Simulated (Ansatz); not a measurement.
# Ni (Fm-3m): equation of state

One table from this session's results is given with a row withheld; the runs are named, their logs left out.

Computed with Ansatz 0.2.0 (DFT PBE, scalar-relativistic, plane waves, PAW, unless a step's input says otherwise).

### Starting point

It takes space group Fm-3m (No. 225, cubic). Conventional cell: a = 3.519 Å, b = 3.519 Å, c = 3.519 Å, α = 90.00°, β = 90.00°, γ = 90.00°. Around Ni (site symmetry m-3m) lie 12 Ni at 2.49 Å.

Structure file:

```xyz
1
Lattice="0.0000 1.7593 1.7593 1.7593 0.0000 1.7593 1.7593 1.7593 0.0000" Properties=species:S:1:pos:R:3 pbc="T T T"
Ni    0.0000    0.0000    0.0000
```

This cell comes from an earlier session at PBE: 10.891 Å³/atom at 0.00 GPa, on a 22×22×22 mesh.

Volume factors to run: 0.980, 1.020, 0.960, 1.040.

Set-up of the first run:

input.yaml

```yaml
crystal:
  lattice:
    - [0.0, 1.7475018169, 1.7475018169]
    - [1.7475018169, 0.0, 1.7475018169]
    - [1.7475018169, 1.7475018169, 0.0]
  atoms:
    - { symbol: Ni, position: [0.0, 0.0, 0.0], spin: 0.76 }
basis:
  ecutwfc: 420
  ecutrho_ratio: 4
kpoints:
  mp_grid: { grid: [22, 22, 22] }
hamiltonian:
  xc: pbe
scf:
  occupations: { method: gaussian, width: 0.05 }
output:
  forces: true
  stress: true
  eigenvalues: true
  populations: true
magnetization:
  spin_polarized: true
```

The run is started by

```
ansatz run input.yaml --threads 1 --pin off --max-ram 2560MiB --backend cpu --events-out ev --progress --plain --runs-dir out
```

Among the steps run: Volume × 0.980; Scaling the volume by 1.020; Volume × 0.960; Scaling the volume by 1.040.

One table of the session follows, with a row left open; its other results are not shown here.

It belongs to the step «The fit». 

| volume (Å³/atom) | energy (meV/atom) | pressure (GPa) |
| --- | --- | --- |
| 10.455 | 11.76 | 9.03 |
| 10.673 | 2.81 | 4.25 |
| 10.891 | 0.00 | 0.00 |
| 11.109 | ? | ? |
| 11.326 | 10.14 | -7.14 |

Q: Estimate the row for volume (Å³/atom) = 11.109 from the others.

Worked estimate for «energy (meV/atom)». A straight line through the neighbours (10.891, 0.00) and (11.326, 10.14) gives 0.00 + (10.14 − 0.00) × (11.109 − 10.891) / (11.326 − 10.891) = 5.08; a parabola fitted to 3 rows on both sides gives 2.46.

The run gave: energy (meV/atom): 2.65; pressure (GPa): -3.78. In «energy (meV/atom)» the line misses by +2.43 and the parabola by -0.19.
